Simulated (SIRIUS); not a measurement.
# HfIn4SiO6 (C2) in SIRIUS: reference runs

How does HfIn4SiO6 come out in PBE? The cell is run as given and disturbed.

Program: SIRIUS 7.12.0. These are calculated values, not measurements. Logs are shortened: lines on timing, memory, paths and dates and some standing lists are left out, and cuts for length are marked. The log counts tension as positive stress, the text compression.

### Step 1. The crystal as given

It takes space group C2 (No. 5, monoclinic). Conventional cell: a = 5.432 Å, b = 9.407 Å, c = 7.636 Å, α = 90.00°, β = 104.07°, γ = 90.00°. Hf (site symmetry 2) is surrounded by 6 O at 2.13 to 2.14 Å. Around In (site symmetry 2) lie 2 O at 2.73 Å and 4 In at 3.12 Å. In (site symmetry 2) has 6 O at 2.23 Å as nearest neighbours. In (site symmetry 2) has 2 O at 2.73 Å and 3 In at 3.07 to 3.12 Å as nearest neighbours. In (site symmetry 2) has 2 O at 2.73 Å and 3 In at 3.07 to 3.12 Å as nearest neighbours. Around Si (site symmetry 2) lie 6 O at 1.85 Å. O (site symmetry 1) has 1 Si at 1.85 Å as nearest neighbours. O (site symmetry 1) is surrounded by 1 Si at 1.85 Å.

The cell was built by a generator and needn't be a form met in nature.

### Step 2. Single point, PBE

The input, sirius.json:

```json
{
  "control": {
    "processing_unit": "cpu",
    "verbosity": 2,
    "num_bands_to_print": 68,
    "print_forces": true,
    "print_stress": true
  },
  "parameters": {
    "electronic_structure_method": "pseudopotential",
    "xc_functionals": ["XC_GGA_X_PBE", "XC_GGA_C_PBE"],
    "gk_cutoff": 9.2,
    "pw_cutoff": 18.4,
    "ngridk": [6, 6, 4],
    "shiftk": [0, 0, 0],
    "smearing": "fermi_dirac",
    "smearing_width": 0.0018374661,
    "num_bands": 68,
    "num_mag_dims": 0,
    "num_dft_iter": 100,
    "energy_tol": 1e-08,
    "density_tol": 1e-06
  },
  "iterative_solver": {
    "type": "davidson",
    "min_tolerance": 1e-10
  },
  "mixer": {
    "type": "anderson",
    "beta": 0.7,
    "max_history": 8
  },
  "settings": {
    "tol_ne": 1e-10,
    "pseudo_grid_cutoff": 6.5
  },
  "unit_cell": {
    "lattice_vectors": [
      [5.132212695565, -8.888459108006, 0.015741418618],
      [5.132212695565, 8.888459108006, 0.015741418618],
      [-3.551078847091, 0.0, 13.986373274409]
    ],
    "atom_coordinate_units": "lattice",
    "atom_types": ["Hf", "In", "Si", "O"],
    "atom_files": {
      "In": "In.json",
      "O": "O.json",
      "Hf": "Hf.json",
      "Si": "Si.json"
    },
    "atoms": {
      "Hf": [
        [0.78835, 0.21165, 0.0]
      ],
      "In": [
        [0.62175, 0.37825, 0.5],
        [0.45502, 0.54498, 0.0],
        [0.28407, 0.71593, 0.5],
        [0.95814, 0.04186, 0.5]
      ],
      "Si": [
        [0.12168, 0.87832, 0.0]
      ],
      "O": [
        [0.06219, 0.11415, 0.86666],
        [0.88585, 0.93781, 0.13334],
        [0.7949, 0.53784, 0.86663],
        [0.46216, 0.2051, 0.13337],
        [0.15352, 0.62879, 0.13333],
        [0.37121, 0.84648, 0.86667]
      ]
    }
  }
}
```

Potentials or basis: PseudoDojo 0.4.1 PBE standard (scalar relativistic).

Started as:

```console
> upf_to_json In.upf
> upf_to_json O.upf
> upf_to_json Hf.upf
> upf_to_json Si.upf
> OMP_NUM_THREADS=4 sirius.scf --input=sirius.json --output=out.json --task=0
```

The log of the run:

```text
[info] SIRIUS version : 7.12.0
[info] number of MPI ranks           : 1
[info] MPI grid                      : 1 1
[info] maximum number of OMP threads : 4
[fft] FFT context for density and potential
[fft] =====================================
[fft]   comm size                             : 1
[fft]   plane wave cutoff                     : 18.4
[fft]   grid size                             : 64 64 90   total : 368640
[fft]   grid limits                           : -31 32   -31 32   -44 45
[fft]   number of G-vectors within the cutoff : 67149
[fft]   local number of G-vectors             : 67149
[fft]   number of G-shells                    : 34071
[fft] FFT context for coarse grid
[fft] =====================================
[fft]   comm size                             : 1
[fft]   plane wave cutoff                     : 18.4
[fft]   grid size                             : 64 64 90   total : 368640
[fft]   grid limits                           : -31 32   -31 32   -44 45
[fft]   number of G-vectors within the cutoff : 67149
[fft]   local number of G-vectors             : 67149
[fft]   number of G-shells                    : 34071
[unit cell] lattice vectors
[unit cell]   a1 :       5.1322126956     -8.8884591080      0.0157414186
[unit cell]   a2 :       5.1322126956      8.8884591080      0.0157414186
[unit cell]   a3 :      -3.5510788471      0.0000000000     13.9863732744
[unit cell] reciprocal lattice vectors
[unit cell]   b1 :       0.6116558780     -0.3534462628      0.1552967454
[unit cell]   b2 :       0.6116558780      0.3534462628      0.1552967454
[unit cell]   b3 :      -0.0013768160      0.0000000000      0.4488866414
[unit cell] unit cell volume :      1277.03943398 [a.u.^3]
[unit cell] 1/sqrt(omega)    :         0.02798323
[unit cell] MT volume        :         0.00000000 ( 0.00%)
[unit cell] IT volume        :      1277.03943398 (100.00%)
[unit cell] number of atom types : 4
[unit cell] type id : 0 symbol : Hf mt_radius :  16.550000 num_atoms : 1
[unit cell] type id : 1 symbol : In mt_radius :  19.630000 num_atoms : 4
[unit cell] type id : 2 symbol : Si mt_radius :  15.090000 num_atoms : 1
[unit cell] type id : 3 symbol :  O mt_radius :   9.350000 num_atoms : 6
[unit cell] total number of atoms : 12
[unit cell] number of symmetry classes : 9
[unit cell] number of PAW atoms : 0
[unit cell] atom id  type id  class id             position                      vector_field
[unit cell] ------------------------------------------------------------------------------------------
[... 557 lines left out ...]
[ground_state] atom:    6, force:      -0.0008516      0.0012217      0.0010235
[ground_state] atom:    7, force:       0.0008516      0.0012217     -0.0010235
[ground_state] atom:    8, force:      -0.0006177     -0.0014643      0.0009838
[ground_state] atom:    9, force:       0.0006177     -0.0014643     -0.0009838
[ground_state] atom:   10, force:      -0.0014003      0.0001206     -0.0009738
[ground_state] atom:   11, force:       0.0014003      0.0001206      0.0009738
[ground_state] ==== ultrasoft contribution from Qij =====
[ground_state] atom:    0, force:       0.0000000      0.0000000      0.0000000
[ground_state] atom:    1, force:       0.0000000      0.0000000      0.0000000
[ground_state] atom:    2, force:       0.0000000      0.0000000      0.0000000
[ground_state] atom:    3, force:       0.0000000      0.0000000      0.0000000
[ground_state] atom:    4, force:       0.0000000      0.0000000      0.0000000
[ground_state] atom:    5, force:       0.0000000      0.0000000      0.0000000
[ground_state] atom:    6, force:       0.0000000      0.0000000      0.0000000
[ground_state] atom:    7, force:       0.0000000      0.0000000      0.0000000
[ground_state] atom:    8, force:       0.0000000      0.0000000      0.0000000
[ground_state] atom:    9, force:       0.0000000      0.0000000      0.0000000
[ground_state] atom:   10, force:       0.0000000      0.0000000      0.0000000
[ground_state] atom:   11, force:       0.0000000      0.0000000      0.0000000
[ground_state] ==== non-local contribution from Beta-projector =====
[ground_state] atom:    0, force:       0.0000000      0.0003083      0.0000000
[ground_state] atom:    1, force:       0.0000000     -0.0071177      0.0000000
[ground_state] atom:    2, force:       0.0000000     -0.0002337      0.0000000
[ground_state] atom:    3, force:       0.0000000      0.0164705      0.0000000
[ground_state] atom:    4, force:       0.0000000     -0.0098965      0.0000000
[ground_state] atom:    5, force:       0.0000000      0.0004947      0.0000000
[ground_state] atom:    6, force:      -0.0472251     -0.0276789      0.3633056
[ground_state] atom:    7, force:       0.0472251     -0.0276789     -0.3633056
[ground_state] atom:    8, force:       0.0470244     -0.0261437      0.3637241
[ground_state] atom:    9, force:      -0.0470244     -0.0261437     -0.3637241
[ground_state] atom:   10, force:       0.0018816      0.0549975     -0.3635578
[ground_state] atom:   11, force:      -0.0018816      0.0549975      0.3635578
[ground_state] ==== contribution from local potential =====
[ground_state] atom:    0, force:       0.0000000      0.0043261      0.0000000
[ground_state] atom:    1, force:       0.0000000     -0.1048066      0.0000000
[ground_state] atom:    2, force:       0.0000000     -0.0100362      0.0000000
[ground_state] atom:    3, force:       0.0000000      0.5461270      0.0000000
[ground_state] atom:    4, force:       0.0000000     -0.4456872      0.0000000
[ground_state] atom:    5, force:       0.0000000     -0.0022819      0.0000000
[ground_state] atom:    6, force:       0.2630544      0.6906680      4.2252062
[ground_state] atom:    7, force:      -0.2630544      0.6906680     -4.2252062
[ground_state] atom:    8, force:      -0.7598938     -0.1256607      4.2239551
[ground_state] atom:    9, force:       0.7598938     -0.1256607     -4.2239551
[ground_state] atom:   10, force:      -0.4782036     -0.5599798     -4.2189840
[ground_state] atom:   11, force:       0.4782036     -0.5599798      4.2189840
[ground_state] ==== contribution from core density =====
[ground_state] atom:    0, force:       0.0000000      0.0000949      0.0000000
[ground_state] atom:    1, force:       0.0000000      0.0000172      0.0000000
[ground_state] atom:    2, force:       0.0000000     -0.0000560      0.0000000
[ground_state] atom:    3, force:       0.0000000     -0.0004117      0.0000000
[ground_state] atom:    4, force:       0.0000000      0.0003952      0.0000000
[ground_state] atom:    5, force:       0.0000000     -0.0000397      0.0000000
[ground_state] atom:    6, force:       0.0005874      0.0010317     -0.0095007
[ground_state] atom:    7, force:      -0.0005874      0.0010317      0.0095007
[ground_state] atom:    8, force:      -0.0011635     -0.0000292     -0.0095132
[ground_state] atom:    9, force:       0.0011635     -0.0000292      0.0095132
[ground_state] atom:   10, force:      -0.0006365     -0.0010419      0.0095101
[ground_state] atom:   11, force:       0.0006365     -0.0010419     -0.0095101
[ground_state] ==== Ewald forces from ions =====
[ground_state] atom:    0, force:       0.0000000     -0.0045917      0.0000000
[ground_state] atom:    1, force:       0.0000000      0.1120004      0.0000000
[ground_state] atom:    2, force:       0.0000000      0.0103555      0.0000000
[ground_state] atom:    3, force:       0.0000000     -0.5623172      0.0000000
[ground_state] atom:    4, force:       0.0000000      0.4552116      0.0000000
[ground_state] atom:    5, force:       0.0000000      0.0019121      0.0000000
[ground_state] atom:    6, force:      -0.2172684     -0.6627992     -4.5779877
[ground_state] atom:    7, force:       0.2172684     -0.6627992      4.5779877
[ground_state] atom:    8, force:       0.7134153      0.1503691     -4.5771822
[ground_state] atom:    9, force:      -0.7134153      0.1503691      4.5771822
[ground_state] atom:   10, force:       0.4755582      0.5061447      4.5720580
[ground_state] atom:   11, force:      -0.4755582      0.5061447     -4.5720580
[~DFT_ground_state] local op. applied: 143910
[~DFT_ground_state] evp. work count: 8571.34
[~DFT_ground_state] number of iterative solver steps: 4108
```

It took 9 min on 4 threads of Intel Xeon Platinum 8488C (Sapphire Rapids), shared host; peak memory 5 GiB.

What came out:

| Item | Value |
| --- | --- |
| Free energy | -11591.2324 eV |
| Pressure | -0.4 GPa |
| Largest force | 0.096 eV/Å |
| Band gap on the k mesh | none (metal or under the smearing width) |

Forces in eV/Å, atoms in the order of the input:
```
Hf   0.000  0.007  0.000
In   0.000  0.005  0.000
In   0.000  0.002  0.000
In   0.000 -0.007  0.000
In   0.000  0.001  0.000
Si   0.000  0.004  0.000
O   -0.044  0.063  0.053
O    0.044  0.063 -0.053
O   -0.032 -0.075  0.051
O    0.032 -0.075 -0.051
O   -0.072  0.006 -0.050
O    0.072  0.006  0.050
```

The run has no spin-orbit coupling, so splittings on Hf are missing.

### Step 3. Single point, PBE (atoms moved at random, drawn with an rms of 0.05 Å)

sirius.json: that of step 2 with these lines changed.

```diff
@@ -46,5 +46,5 @@
       "In": "In.json",
+      "Si": "Si.json",
       "O": "O.json",
-      "Hf": "Hf.json",
-      "Si": "Si.json"
+      "Hf": "Hf.json"
     },
@@ -52,20 +52,20 @@
       "Hf": [
-        [0.78835, 0.21165, 0.0]
+        [0.798139, 0.210495, 0.007866]
       ],
       "In": [
-        [0.62175, 0.37825, 0.5],
-        [0.45502, 0.54498, 0.0],
-        [0.28407, 0.71593, 0.5],
-        [0.95814, 0.04186, 0.5]
+        [0.608137, 0.383817, 0.499267],
+        [0.450365, 0.541611, -0.004089],
+        [0.283857, 0.717387, 0.50237],
+        [0.951909, 0.038045, 0.497634]
       ],
       "Si": [
-        [0.12168, 0.87832, 0.0]
+        [0.113958, 0.871782, 0.002159]
       ],
       "O": [
-        [0.06219, 0.11415, 0.86666],
-        [0.88585, 0.93781, 0.13334],
-        [0.7949, 0.53784, 0.86663],
-        [0.46216, 0.2051, 0.13337],
-        [0.15352, 0.62879, 0.13333],
-        [0.37121, 0.84648, 0.86667]
+        [0.055141, 0.109769, 0.858821],
+        [0.87766, 0.940053, 0.133933],
+        [0.796108, 0.543152, 0.860072],
+        [0.467936, 0.202292, 0.129972],
+        [0.146422, 0.626344, 0.139657],
+        [0.368909, 0.8469, 0.867856]
       ]
```

Potentials or basis: PseudoDojo 0.4.1 PBE standard (scalar relativistic).

Started as:

```console
> upf_to_json In.upf
> upf_to_json Si.upf
> upf_to_json O.upf
> upf_to_json Hf.upf
> OMP_NUM_THREADS=4 sirius.scf --input=sirius.json --output=out.json --task=0
```

Wall time 65 min (4 threads of AMD EPYC (Zen 3), shared host); peak memory 7.8 GiB.

It converged, with:

| Property | Result |
| --- | --- |
| Free energy | -11591.0561 eV |
| Pressure | -0.8 GPa |
| Largest force | 1.338 eV/Å |
| Band gap on the k mesh | none (metal or under the smearing width) |

Forces on the atoms (eV/Å):
```
Hf  -0.120  1.084 -0.775
In   0.073 -0.258  0.069
In  -0.074 -0.257 -0.417
In  -0.072  0.139  0.139
In   0.011  0.099  0.151
Si   0.618 -0.307 -0.855
O   -0.003  0.048  0.774
O    0.170 -0.851  0.094
O   -0.279 -0.185  0.831
O   -0.389  0.661  0.208
O    0.095  0.125 -0.374
O   -0.030 -0.297  0.155
```

Stress tensor (GPa, compression positive):
```
-0.59  0.43  0.16
 0.43 -0.31  0.41
 0.16  0.41 -1.55
```

The run has no spin-orbit coupling, so splittings on Hf are missing.
